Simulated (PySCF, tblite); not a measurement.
**C3H5F5SeSi: geometry, infrared bands and NMR shifts**

What infrared bands and NMR shifts should C3H5F5SeSi (`F[SiH2][Se]CC(F)(F)C(F)F`) show?

Computed with tblite 0.8.0 and PySCF 2.14.0, with density-fitted response routines of our own, on a single molecule in the gas phase. Atoms count from 0, in the outputs and in this text.

### Step 1. Starting geometry

15 atoms, charge 0, multiplicity 1; geometry from: force field or distance geometry start.

Bonds of the start (Å): F0–Si1 1.70, Si1–Se2 2.27, Se2–C3 1.97, C3–C4 1.52, C4–F5 1.39, C4–F6 1.37, C4–C7 1.51, C7–F8 1.40, C7–F9 1.40, Si1–H10 1.48, Si1–H11 1.48, C3–H12 1.11, C3–H13 1.09, C7–H14 1.11.

### Step 2. Geometry optimisation with GFN2-xTB

Job settings and geometry (Å):

```
{"job": {"kind": "relax", "xc": "GFN2-xTB", "basis": "xTB"}, "charge": 0, "multiplicity": 1}
F      2.826700    -1.654900    -0.948000
Si     3.121200    -0.146600    -0.223900
Se     1.343800     0.604400     0.975200
C     -0.162900     0.706900    -0.287600
C     -1.232300    -0.204300     0.301500
F     -1.598500     0.262600     1.555200
F     -0.679900    -1.451500     0.454600
C     -2.485600    -0.238600    -0.531800
F     -2.966500     1.070200    -0.578500
F     -2.215000    -0.636000    -1.847500
H      3.387100     0.863900    -1.273700
H      4.268400    -0.289700     0.692600
H      0.128900     0.298800    -1.279300
H     -0.491400     1.731400    -0.458000
H     -3.248300    -0.908600    -0.078300
```

Command:

```console
$ OMP_NUM_THREADS=1 python probes_run.py task.json out
```

The driver reads the jobs from task.json and runs them one after another.

**Question.** This job is followed by: GFN2-xTB harmonic vibrations, gas phase; GIAO PBE0/pcSseg-1 NMR shielding, non-relativistic, gas phase. What will the session give for the following? strongest single infrared mode (GFN2-xTB); zero-point energy (GFN2-xTB); ¹³C shifts against TMS (PBE0/pcSseg-1); ¹H shifts against TMS (PBE0/pcSseg-1, means over atoms taken as alike); ¹⁹F shifts against CFCl3 (PBE0/pcSseg-1, means over atoms taken as alike); ²⁹Si shifts against TMS (PBE0/pcSseg-1); ⁷⁷Se shifts against Me2Se (PBE0/pcSseg-1).

The runs gave:

| quantity | value |
| --- | --- |
| strongest single infrared mode (GFN2-xTB) | 732 cm⁻¹, 334 km/mol |
| zero-point energy (GFN2-xTB) | 49.9 kcal/mol |
| ¹³C shifts against TMS (PBE0/pcSseg-1) | 124.3, 118.2, 29.8 ppm |
| ¹H shifts against TMS (PBE0/pcSseg-1, means over atoms taken as alike) | 6.20, 5.97, 3.30 ppm |
| ¹⁹F shifts against CFCl3 (PBE0/pcSseg-1, means over atoms taken as alike) | -129.1, -153.7, -217.4 ppm |
| ²⁹Si shifts against TMS (PBE0/pcSseg-1) | 17.4 ppm |
| ⁷⁷Se shifts against Me2Se (PBE0/pcSseg-1) | -195 ppm |

Over 152 steps the energy fell by 0.535 eV; of the close pairs, F0–Si1 changed most, 1.699 to 1.607 Å. All 39 modes are real, so the xTB geometry is a minimum. The strongest single mode, at 732 cm⁻¹, moves mainly H11 and H10. Unscaled tight-binding wavenumbers are off by several per cent, some by more. Its intensities can rank the bands wrongly. H14 (hydrogen on an sp3 CH bonded to 2 F) lies farthest downfield among hydrogen, at 6.20 ppm; its carbon carries F, which withdraws density. At PBE0/pcSseg-1: The widest tensor belongs to Se2: span 701 ppm, with a paramagnetic part of -1048 ppm. Spin-orbit coupling is left out, which matters for shieldings and couplings at and beside the heavy atoms.
